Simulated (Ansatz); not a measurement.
# PmAs: the cost of one run

Method: DFT PBE, scalar-relativistic, plane waves, PAW, in Ansatz 0.2.0.

1 further run of the same task is left out (it didn't finish). Runs told in other sessions of the task aren't counted.

### Step 1. The structure to begin with

The structure is cubic, space group Pm-3m (No. 221). The conventional cell has a = 3.571 Å, b = 3.571 Å, c = 3.571 Å, α = 90.00°, β = 90.00°, γ = 90.00°. Pm (site symmetry m-3m) has 8 As at 3.09 Å in its first shell of neighbours. Around As (site symmetry m-3m) lie 8 Pm at 3.09 Å.

Structure file:

```xyz
2
Lattice="3.5715 0.0000 0.0000 0.0000 3.5715 0.0000 0.0000 0.0000 3.5715" Properties=species:S:1:pos:R:3 pbc="T T T"
Pm    0.0000    0.0000    0.0000
As    1.7857    1.7857    1.7857
```

Starting moments: Pm 4.00 μB.

### Step 2. At the starting volume

Contents of input.yaml:

```yaml
crystal:
  lattice:
    - [3.5714887652, 0.0, 0.0]
    - [0.0, 3.5714887652, 0.0]
    - [0.0, 0.0, 3.5714887652]
  atoms:
    - { symbol: Pm, position: [0.0, 0.0, 0.0], spin: 4.0 }
    - { symbol: As, position: [0.5, 0.5, 0.5] }
basis:
  ecutwfc: 600
  ecutrho_ratio: 5
kpoints:
  mp_grid: { grid: [10, 10, 10] }
hamiltonian:
  xc: pbe
scf:
  occupations: { method: gaussian, width: 0.05 }
output:
  forces: true
  stress: true
  eigenvalues: true
  populations: true
magnetization:
  spin_polarized: true
```

Started as:

```bash
ansatz run input.yaml --threads 2 --pin off --max-ram 2662MiB --backend cpu --events-out ev --progress --plain --runs-dir out
```

**Question.** How long does this run take on 2 threads of Arm Neoverse V2, shared host, and how much memory does it need?

About 42 s, with a peak of 0.65 GiB.
